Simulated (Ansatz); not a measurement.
**CH₅AlOSiTe: one species, many methods**

One table from this session's results is given with a row withheld; the runs are named, their logs left out.

Computed with Ansatz 0.2.0, Gaussian basis. Level: functionals in def2-TZVPP, the program's frozen cores in correlated methods.

The runs, in order: PBE-D4, r2SCAN-D4, PBE0-D4, B3LYP-D4, ωB97X-V, ωB97M-V, B2PLYP; CCSD(T)/def2-TZVPP; MP2/def2-QZVPP; extrapolation to the limit.

### Structure used throughout

An earlier PBE0-D4 in a triple-zeta def2 set relaxation fixed the geometry. Te takes the def2 core potential; no spin-orbit term is included.

10 atoms, charge 0, spin multiplicity 1.

Atoms are counted from 1 here; the program's logs count them from 0.

Bond lengths: O1–C2 1.370 Å, O1–H6 0.963 Å, C2–Si3 1.876 Å, C2–Al4 1.954 Å, C2–Te5 2.453 Å, Si3–H7 1.492 Å, Si3–H8 1.487 Å, Si3–H9 1.486 Å, Al4–Te5 2.427 Å, Al4–H10 1.575 Å. Angles: C2–O1–H6 111.0°, O1–C2–Si3 111.6°, O1–C2–Al4 128.9°, O1–C2–Te5 114.1°, Si3–C2–Al4 118.4°, Si3–C2–Te5 102.3°, Al4–C2–Te5 65.7°, C2–Si3–H7 108.9°, C2–Si3–H8 106.9°, C2–Si3–H9 113.6°, H7–Si3–H8 108.6°, H7–Si3–H9 108.7°, H8–Si3–H9 110.1°, C2–Al4–Te5 67.1°, C2–Al4–H10 142.1°, Te5–Al4–H10 150.4°, C2–Te5–Al4 47.2°.

Set-up of the first run:

The input, in.yaml:

```yaml
crystal:
  periodic: [false, false, false]
  atoms:
    - {symbol: O, position_ang: [0.442761, 1.347391, 1.132522]}
    - {symbol: C, position_ang: [0.122899, 0.463715, 0.135537]}
    - {symbol: Si, position_ang: [-0.142208, -1.267884, 0.807702]}
    - {symbol: Al, position_ang: [0.249950, 0.700283, -1.799729]}
    - {symbol: Te, position_ang: [-2.017576, 0.930958, -0.967048]}
    - {symbol: H, position_ang: [0.682954, 2.205696, 0.768829]}
    - {symbol: H, position_ang: [1.094164, -1.703129, 1.520216]}
    - {symbol: H, position_ang: [-0.352283, -2.159132, -0.364397]}
    - {symbol: H, position_ang: [-1.292969, -1.373802, 1.741688]}
    - {symbol: H, position_ang: [1.295508, 0.804804, -2.972321]}
basis:
  gaussian: {orbitals: def2-TZVPP}
hamiltonian: {xc: pbe, dispersion: d4}
output: {forces: true, orbitals: {seedname: orbitals}}
```

Started as:

```sh
$ ansatz run in.yaml --threads 4 --pin off --events-out ev --progress --plain --max-ram 10444MiB
```

Among the steps run: PBE-D4 (GGA); r2SCAN-D4 (meta-GGA); PBE0-D4 (hybrid); B3LYP-D4 (hybrid); ωB97X-V (range-separated); ωB97M-V (range-separated); B2PLYP (double hybrid); CCSD(T) in def2-TZVPP; MP2 in def2-QZVPP.

One of the session's tables, all rows but one given; the rest of the session is left out.

It belongs to the step «Atomisation energies». 

```
            method  atomisation energy (kJ/mol)
            PBE-D4                       3130.0
         r2SCAN-D4                            ?
           PBE0-D4                       3057.3
          B3LYP-D4                       3055.2
           ωB97X-V                       3072.9
           ωB97M-V                       3055.2
            B2PLYP                       3014.5
     HF/def2-TZVPP                       2079.7
    MP2/def2-TZVPP                       3037.5
   CCSD/def2-TZVPP                       2905.9
CCSD(T)/def2-TZVPP                       2978.0
           MP2/CBS                       3152.0
       CCSD(T)/CBS                       3092.5
```

Estimate the missing values for r2SCAN-D4.

As computed: atomisation energy (kJ/mol): 3089.2. In the column «atomisation energy (kJ/mol)» it lies between ωB97X-V (3072.9) and CCSD(T)/CBS (3092.5).
